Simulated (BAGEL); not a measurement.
**GeHOF (SMILES [OH][Ge][F]): levels of theory compared**

Aim: a comparison of 6 runs (HF/STO-3G, HF/def2-SVP, HF/6-311G**, PBE0/cc-pVDZ, B3LYP/6-31G*, PBE0/def2-SVP) of GeHOF. 

The calculation is run with BAGEL 1.2.2.

4 further runs of the same task are left out: 3 that didn't finish, 1 set aside as unsound or not needed.

## (1) The molecule

The species is GeHOF (4 atoms), meant as a singlet with charge 0. SMILES: `[OH][Ge][F]`. Geometry: relaxed at PBE0-D4/def2-TZVP.

Bond lengths: O1–Ge2 1.771 Å, Ge2–F3 1.767 Å, O1–H4 0.964 Å. Angles: O1–Ge2–F3 97.0°, Ge2–O1–H4 113.8°.

## (2) A single-point energy at HF/STO-3G (run 1)

The input, calc.json:

```json
{ "bagel": [

{
  "title": "molecule",
  "basis": "sto-3g",
  "df_basis": "qzvpp-jkfit",
  "angstrom": true,
  "geometry": [
    { "atom": "O", "xyz": [      -0.819700,       0.539200,      -0.381100 ] },
    { "atom": "Ge", "xyz": [      -0.389900,      -0.693000,       0.815800 ] },
    { "atom": "F", "xyz": [       1.336900,      -0.758800,       0.447800 ] },
    { "atom": "H", "xyz": [      -0.071800,       0.852400,      -0.902700 ] }
  ]
},

{ "title": "hf", "df": false },

{ "title": "print", "file": "orbitals.molden", "orbitals": true }

]}
```

On the command line:

```bash
$ BAGEL_NUM_THREADS=1 BAGEL calc.json > calc.out
```

What it wrote:

```text
* using 1 threads per process

  ===============================================================
  ===============================================================

  *** Geometry ***

  { "atom" : "O", "xyz" : [     -1.549009,      1.018940,     -0.720175 ] },
  { "atom" : "Ge", "xyz" : [     -0.736804,     -1.309580,      1.541639 ] },
  { "atom" : "F", "xyz" : [      2.526375,     -1.433924,      0.846219 ] },
  { "atom" : "H", "xyz" : [     -0.135682,      1.610803,     -1.705856 ] },

  Number of auxiliary basis functions:      438

  Since a DF basis is specified, we compute 2- and 3-index integrals:
    o Being stored without compression. Storage requirement is 0.003 GB

  Number of basis functions:       29
  Number of electrons      :       50

    * METHOD: MOLECULE                             0.09

  *** RHF ***

  === Nuclear Repulsion ===
   190.6711972541

      * DIIS with orbital gradients will be used.

  === RHF iteration (sto-3g) ===
      0      -2224.09771317          0.02012714           0.04
      1      -2224.19706255          0.00657504           0.04
      2      -2224.20713555          0.00141902           0.04
      3      -2224.20791382          0.00040215           0.04
      4      -2224.20799292          0.00014003           0.04
      5      -2224.20800539          0.00002510           0.04
      6      -2224.20800577          0.00000751           0.04
      7      -2224.20800581          0.00000154           0.04
      8      -2224.20800581          0.00000039           0.04
      9      -2224.20800581          0.00000014           0.04
     10      -2224.20800581          0.00000004           0.03
     11      -2224.20800581          0.00000002           0.03
     12      -2224.20800581          0.00000001           0.03
    * SCF iteration converged.

    * Permanent dipole moment:
           (   -0.140782,     0.014338,     0.020547) a.u.

    * METHOD: HF                                   0.57

    * METHOD: PRINT                                0.00

  ===============================================================
```

It took 0.94 s on 1 thread of Intel Xeon 6975P-C (Granite Rapids), shared host.

## (3) The energy at HF/def2-SVP (run 2)

The input, input.json:

```json
{ "bagel" : [

{
  "title" : "molecule",
  "basis" : "svp",
  "df_basis" : "qzvpp-jkfit",
  "geometry" : [
    { "atom" : "O", "xyz" : [    -1.54900850,     1.01894033,    -0.72017463 ] },
    { "atom" : "Ge", "xyz" : [    -0.73680422,    -1.30958020,     1.54163857 ] },
    { "atom" : "F", "xyz" : [     2.52637486,    -1.43392418,     0.84621936 ] },
    { "atom" : "H", "xyz" : [    -0.13568234,     1.61080255,    -1.70585577 ] }
  ]
},

{
  "title" : "hf",
  "df" : false
},

{
  "title" : "print",
  "file" : "orbitals.molden",
  "orbitals" : true
}

]}
```

On the command line:

```bash
$ BAGEL_NUM_THREADS=1 BAGEL input.json > input.out
```

What it wrote:

```text
* using 1 threads per process

  ===============================================================
  ===============================================================

  *** Geometry ***

  { "atom" : "O", "xyz" : [     -1.549009,      1.018940,     -0.720175 ] },
  { "atom" : "Ge", "xyz" : [     -0.736804,     -1.309580,      1.541639 ] },
  { "atom" : "F", "xyz" : [      2.526375,     -1.433924,      0.846219 ] },
  { "atom" : "H", "xyz" : [     -0.135682,      1.610803,     -1.705856 ] },

  Number of auxiliary basis functions:      438

  Since a DF basis is specified, we compute 2- and 3-index integrals:
    o Being stored without compression. Storage requirement is 0.015 GB

  Number of basis functions:       65
  Number of electrons      :       50

    * METHOD: MOLECULE                             0.11

  *** RHF ***

  === Nuclear Repulsion ===
   190.6711972231

      * DIIS with orbital gradients will be used.

  === RHF iteration (svp) ===
      0      -2247.70881750          0.03605981           0.22
      1      -2249.64407374          0.02884853           0.25
      2      -2249.89185255          0.00480651           0.29
[... 13 lines of this table left out ...]
     16      -2249.90466455          0.00000001           0.17
    * SCF iteration converged.

    * Permanent dipole moment:
           (    0.222617,     0.047294,    -0.106482) a.u.

    * METHOD: HF                                   3.80

    * METHOD: PRINT                                0.00

  ===============================================================
```

It took 4.2 s on 1 thread of Intel Xeon 6975P-C (Granite Rapids), shared host.

Run 3 isn't shown in full; the table further down has it.

## (4) A single-point energy at PBE0/cc-pVDZ (density fitting with qzvpp-jkfit) (run 4)

The input, input.json:

```json
{ "bagel": [

{
  "title": "molecule",
  "basis": "cc-pvdz.json",
  "df_basis": "qzvpp-jkfit",
  "angstrom": true,
  "geometry": [
    { "atom": "O", "xyz": [   -0.819700,    0.539200,   -0.381100 ] },
    { "atom": "Ge", "xyz": [   -0.389900,   -0.693000,    0.815800 ] },
    { "atom": "F", "xyz": [    1.336900,   -0.758800,    0.447800 ] },
    { "atom": "H", "xyz": [   -0.071800,    0.852400,   -0.902700 ] }
  ]
},
{
  "title": "ks",
  "xc_func": "pbe0"
},
{
  "title": "print",
  "file": "orbitals.molden",
  "orbitals": true
}

]}
```

The basis set cc-pVDZ is read from a file made from the Basis Set Exchange's data (not shown).

On the command line:

```bash
$ BAGEL_NUM_THREADS=1 BAGEL input.json > input.out
```

What it wrote:

```text
* using 1 threads per process

  ===============================================================
  ===============================================================

  *** Geometry ***

  { "atom" : "O", "xyz" : [     -1.549009,      1.018940,     -0.720175 ] },
  { "atom" : "Ge", "xyz" : [     -0.736804,     -1.309580,      1.541639 ] },
  { "atom" : "F", "xyz" : [      2.526375,     -1.433924,      0.846219 ] },
  { "atom" : "H", "xyz" : [     -0.135682,      1.610803,     -1.705856 ] },

  Number of auxiliary basis functions:      438

  Since a DF basis is specified, we compute 2- and 3-index integrals:
    o Being stored without compression. Storage requirement is 0.013 GB

  Number of basis functions:       60
  Number of electrons      :       50

    * METHOD: MOLECULE                             0.11

  *** Kohn-Sham DFT ***

    * Removing 5626 points whose weight is below 1.00e-10
    * Grid points: 53998

  === Nuclear Repulsion ===
   190.6711972541

       - DIIS with orbital gradients will be used.

  === KS iteration (pbe0 / cc-pvdz.json) ===
      0      -2231.04718174          0.12243087           0.13
      1      -2112.09745869          0.30113403           0.11
      2      -2220.01879923          0.12326896           0.11
[... 15 lines of this table left out ...]
     18      -2252.27023036          0.00000001           0.11
    * SCF iteration converged.

    * Permanent dipole moment:
           (    0.177663,    -0.012076,    -0.032172) a.u.

    * METHOD: KS                                   2.27

    * METHOD: PRINT                                0.00

  ===============================================================
```

Wall time 2.7 s (1 thread of Intel Xeon 6975P-C (Granite Rapids), shared host).

Run 5 isn't shown in full; the table further down has it.

## (5) The energy at PBE0/def2-SVP (density fitting with qzvpp-jkfit) (run 6)

The input, input.json:

```json
{ "bagel": [

{
  "title": "molecule",
  "basis": "svp",
  "df_basis": "qzvpp-jkfit",
  "geometry": [
    { "atom": "O", "xyz": [    -1.54900850,     1.01894033,    -0.72017463 ] },
    { "atom": "Ge", "xyz": [    -0.73680422,    -1.30958020,     1.54163857 ] },
    { "atom": "F", "xyz": [     2.52637486,    -1.43392418,     0.84621936 ] },
    { "atom": "H", "xyz": [    -0.13568234,     1.61080255,    -1.70585577 ] }
  ]
},

{
  "title": "ks",
  "xc_func": "pbe0"
},

{
  "title": "print",
  "file": "orbitals.molden",
  "orbitals": true
}

]}
```

On the command line:

```bash
$ BAGEL_NUM_THREADS=1 BAGEL input.json > input.out
```

What it wrote:

```text
* using 1 threads per process

  ===============================================================
  ===============================================================

  *** Geometry ***

  { "atom" : "O", "xyz" : [     -1.549009,      1.018940,     -0.720175 ] },
  { "atom" : "Ge", "xyz" : [     -0.736804,     -1.309580,      1.541639 ] },
  { "atom" : "F", "xyz" : [      2.526375,     -1.433924,      0.846219 ] },
  { "atom" : "H", "xyz" : [     -0.135682,      1.610803,     -1.705856 ] },

  Number of auxiliary basis functions:      438

  Since a DF basis is specified, we compute 2- and 3-index integrals:
    o Being stored without compression. Storage requirement is 0.015 GB

  Number of basis functions:       65
  Number of electrons      :       50

    * METHOD: MOLECULE                             0.11

  *** Kohn-Sham DFT ***

    * Removing 5626 points whose weight is below 1.00e-10
    * Grid points: 53998

  === Nuclear Repulsion ===
   190.6711972231

       - DIIS with orbital gradients will be used.

  === KS iteration (pbe0 / svp) ===
      0      -2178.05477272          0.12058016           0.15
      1      -1961.38515709          0.29060115           0.11
      2      -2166.23293626          0.11144627           0.09
[... 25 lines of this table left out ...]
     28      -2251.89606265          0.00000000           0.09
    * SCF iteration converged.

    * Permanent dipole moment:
           (    0.153014,    -0.012955,    -0.024991) a.u.

    * METHOD: KS                                   3.00

    * METHOD: PRINT                                0.00

  ===============================================================
```

It took 3.6 s on 1 thread of Intel Xeon 6975P-C (Granite Rapids), shared host.

## (6) Overview of the runs

| run | level | integral approximation | task | energy (Eh) | dipole moment (D) | HOMO energy (eV) | LUMO energy (eV) | wall time |
| --- | --- | --- | --- | --- | --- | --- | --- | --- |
| 1 | HF/STO-3G | none | energy | -2224.208006 | 0.36 | -7.11 | 5.45 | 0.94 s |
| 2 | HF/def2-SVP | none | energy | -2249.904665 | 0.64 | -11.02 | 1.10 | 4.2 s |
| 3 | HF/6-311G** | none | energy | -2250.314222 | 0.76 | -11.08 | 0.88 | 6.9 s |
| 4 | PBE0/cc-pVDZ (density fitting with qzvpp-jkfit) | qzvpp-jkfit | energy | -2252.270230 | 0.46 | -8.16 | -1.84 | 2.7 s |
| 5 | B3LYP/6-31G* (density fitting with qzvpp-jkfit, spherical functions) | qzvpp-jkfit | gradient | -2252.483400 | 0.23 | – | – | 5.4 s |
| 6 | PBE0/def2-SVP (density fitting with qzvpp-jkfit) | qzvpp-jkfit | energy | -2251.896063 | 0.40 | -8.22 | -1.88 | 3.6 s |

## (7) Outcome

| quantity | value |
| --- | --- |
| run 6: total energy | -2251.89606 Eh |
| run 6: dipole moment | 0.40 D |
| run 6: HOMO energy | -8.22 eV |
| run 6: LUMO energy | -1.88 eV |
| run 6: HOMO–LUMO gap | 6.34 eV |

The dipole moment (its size) runs from 0.23 D (B3LYP/6-31G*) to 0.76 D (HF/6-311G**). The two ends differ in method and basis. Over runs 1, 2, 3, 4, 6 the HOMO–LUMO gap runs from 6.32 eV (PBE0/cc-pVDZ) to 12.57 eV (HF/STO-3G). Totals of different functionals can't be ranked against each other. In run 1 the basis is minimal, so the values are rough. All runs together took 24 s, the longest 6.9 s.
